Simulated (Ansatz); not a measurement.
# SnBrF3: basis-set convergence

One table from this session's results is given with a row withheld; the runs are named, their logs left out.

Method: one geometry, several basis sets; program: Ansatz 0.2.0, Gaussian basis.

The runs, in order: PBE0-D4/def2-SVP; ωB97M-V/def2-SVP; PBE0-D4/def2-QZVPP; ωB97M-V/def2-QZVPP; the functionals' def2-TZVPP values are taken from earlier runs.

## The relaxed structure

The geometry comes from an earlier relaxation with PBE0-D4 in a triple-zeta def2 set; it is a stationary point. Sn takes the def2 core potential; no spin-orbit term is included.

SMILES `[F][Sn]([F])([F])[Br]`, 5 atoms, charge 0, spin multiplicity 1.

Atoms are counted from 1 here; the program's logs count them from 0.

Bond lengths: F1–Sn2 1.884 Å, Sn2–F3 1.884 Å, Sn2–F4 1.884 Å, Sn2–Br5 2.407 Å. Angles: F1–Sn2–F3 106.5°, F1–Sn2–F4 106.5°, F1–Sn2–Br5 112.3°, F3–Sn2–F4 106.5°, F3–Sn2–Br5 112.3°, F4–Sn2–Br5 112.3°.

The first run:

in.yaml reads:

```yaml
crystal:
  periodic: [false, false, false]
  atoms:
    - {symbol: F, position_ang: [-0.940364, -0.486159, 1.573639]}
    - {symbol: Sn, position_ang: [0.012695, -0.066265, 0.003603]}
    - {symbol: F, position_ang: [1.784710, -0.642587, 0.281828]}
    - {symbol: F, position_ang: [-0.696621, -1.153891, -1.361511]}
    - {symbol: Br, position_ang: [-0.110620, 2.275202, -0.539057]}
basis:
  gaussian: {orbitals: def2-SVP}
hamiltonian: {xc: pbe0, dispersion: d4}
output: {orbitals: {seedname: orbitals}}
```

Among the steps run: PBE0-D4 in def2-SVP; ωB97M-V in def2-SVP; PBE0-D4 in def2-QZVPP; ωB97M-V in def2-QZVPP.

One of the session's tables, all rows but one given; the rest of the session is left out.

It belongs to the step «Functionals by basis». 

```
functional       basis  HOMO (eV)  LUMO (eV)
   PBE0-D4    def2-SVP      -9.85      -3.32
   PBE0-D4  def2-TZVPP      -9.94      -3.44
   PBE0-D4  def2-QZVPP      -9.94      -3.45
   ωB97M-V    def2-SVP     -12.07      -1.14
   ωB97M-V  def2-TZVPP     -12.20      -1.34
   ωB97M-V  def2-QZVPP          ?          ?
```

Estimate the missing values for ωB97M-V, def2-QZVPP.

**Answer.** HOMO (eV): -12.20; LUMO (eV): -1.40.
